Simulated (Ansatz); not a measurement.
**BClHNZn: how energies converge with the basis set**

One table from this session's results is given with a row withheld; the runs are named, their logs left out.

Computed with Ansatz 0.2.0, Gaussian basis. Level: one geometry, several basis sets.

Levels to be run: PBE0-D4/def2-SVP; ωB97M-V/def2-SVP; PBE0-D4/def2-QZVPP; ωB97M-V/def2-QZVPP; the functionals' def2-TZVPP values are taken from earlier runs.

## The geometry

All runs share one geometry, relaxed beforehand with PBE0-D4 in a triple-zeta def2 set.

5 atoms, charge 0, spin multiplicity 1.

Atoms are counted from 1 here; the program's logs count them from 0.

Bond lengths: Cl1–B2 1.691 Å, B2–N3 1.234 Å, N3–H5 0.991 Å. Angles: Cl1–B2–N3 179.7°, B2–N3–H5 179.5°.

Set-up of the first run:

File in.yaml:

```yaml
crystal:
  periodic: [false, false, false]
  atoms:
    - {symbol: Cl, position_ang: [0.256731, -1.423864, 1.660394]}
    - {symbol: B, position_ang: [0.492986, -0.097637, 0.638170]}
    - {symbol: N, position_ang: [0.671053, 0.872616, -0.103554]}
    - {symbol: Zn, position_ang: [-2.178596, -1.073600, -1.532533]}
    - {symbol: H, position_ang: [0.807626, 1.648785, -0.703878]}
basis:
  gaussian: {orbitals: def2-SVP}
hamiltonian: {xc: pbe0, dispersion: d4}
output: {orbitals: {seedname: orbitals}}
```

Run with:

```
$ ansatz run in.yaml --threads 2 --pin off --events-out ev --progress --plain --max-ram 4352MiB
```

Among the steps run: PBE0-D4 in def2-SVP; ωB97M-V in def2-SVP; PBE0-D4 in def2-QZVPP; ωB97M-V in def2-QZVPP.

One of the session's tables, all rows but one given; the rest of the session is left out.

It belongs to the step «Density functionals: the series». 

```
functional       basis  HOMO (eV)  LUMO (eV)
   PBE0-D4    def2-SVP      -6.12       0.49
   PBE0-D4  def2-TZVPP      -6.39      -0.48
   PBE0-D4  def2-QZVPP      -6.38      -0.58
   ωB97M-V    def2-SVP          ?          ?
   ωB97M-V  def2-TZVPP      -8.47       0.99
   ωB97M-V  def2-QZVPP      -8.49       0.67
```

Q: Estimate the row for ωB97M-V, def2-SVP from the others.

**Answer.** HOMO (eV): -8.20; LUMO (eV): 2.34. In the column «HOMO (eV)» it lies between ωB97M-V, def2-TZVPP (-8.47) and PBE0-D4, def2-TZVPP (-6.39).
